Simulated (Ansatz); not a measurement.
# AlGaHO+ (triplet): the correlation ladder, cc-pVDZ

The task here is to estimate one member of a computed series from the others.

Computed with Ansatz 0.2.0, Gaussian basis. Level: cc-pVDZ, core rule «outside noble gas», up to 20 orbitals frozen.

To be run: UHF; CCSD(T) on ROHF; CCSD(T) on UHF; BCCD(T) on ROHF; CISD; CCSDT(Q) on ROHF; CCSDT(Q) on UHF.

20 further runs of the same task are left out: 1 for a known fault of the program, 10 that didn't finish, 9 set aside as unsound or not needed.

## The geometry

The geometry is a PBE0/def2-TZVP stationary point (not a proven minimum) of the parent state, kept for this charge and spin. No spin-orbit coupling is included. The filled d shell of Ga may be among the frozen orbitals whatever the setting's name suggests; the logs give the count.

4 atoms, charge 1, spin multiplicity 3.

Atoms are counted from 1 here; the program's logs count them from 0.

Bond lengths: Ga1–Al2 2.720 Å, Al2–O3 1.607 Å, Al2–H4 1.707 Å. Angles: Ga1–Al2–O3 168.2°, Ga1–Al2–H4 50.0°, O3–Al2–H4 141.8°.

Set-up of the first run:

Input file in.yaml:

```yaml
crystal:
  periodic: [false, false, false]
  atoms:
    - {symbol: Ga, position_ang: [-0.000005, -0.351711, 2.144503]}
    - {symbol: Al, position_ang: [-0.000020, -0.216546, -0.572581]}
    - {symbol: O, position_ang: [0.000006, -0.465800, -2.160587]}
    - {symbol: H, position_ang: [0.000019, 1.034057, 0.588665]}
basis:
  gaussian: {orbitals: cc-pVDZ}
total_charge: 1
magnetization: {spin_polarized: true, initial_magnetization: 2}
hamiltonian: {xc: hf}
output: {orbitals: {seedname: orbitals}}
```

Started as:

```bash
$ ansatz run in.yaml --threads 1 --pin off --events-out ev --progress --plain --max-ram 2393MiB
```

Among the steps run: UHF; CCSD(T) on ROHF; CCSD(T) on UHF; BCCD(T) on ROHF; CISD; CCSDT(Q) on ROHF; CCSDT(Q) on UHF.

One table of the session follows, with a row left open; its other results are not shown here.

| method | from UCCSDT(Q) (kcal/mol) |
| --- | --- |
| ROHF | +168.73 |
| UHF | +164.63 |
| RMP2 | +27.06 |
| UMP2 | +27.16 |
| RCCSD | +4.97 |
| UCCSD | ? |
| RCCSD(T) | +1.25 |
| UCCSD(T) | +1.23 |
| BCCD(T) | +1.23 |
| RCCSDT | +0.38 |
| UCCSDT | +0.35 |
| RCCSDT(Q) | +0.08 |
| UCCSDT(Q) | 0 |

Q: Estimate the row for UCCSD from the others.

As computed: from UCCSDT(Q) (kcal/mol): +4.88. In the column «from UCCSDT(Q) (kcal/mol)» it lies between RCCSD(T) (+1.25) and RCCSD (+4.97).

Not comparable, so not listed: CISD (they don't share determinant, frozen orbitals or solution with the rows shown, or repeat one).

Limits of these values: Restricted and unrestricted rows rest on different reference determinants; where their highest levels disagree by more than a few hundredths of an eV, they describe different states and don't form one ladder.
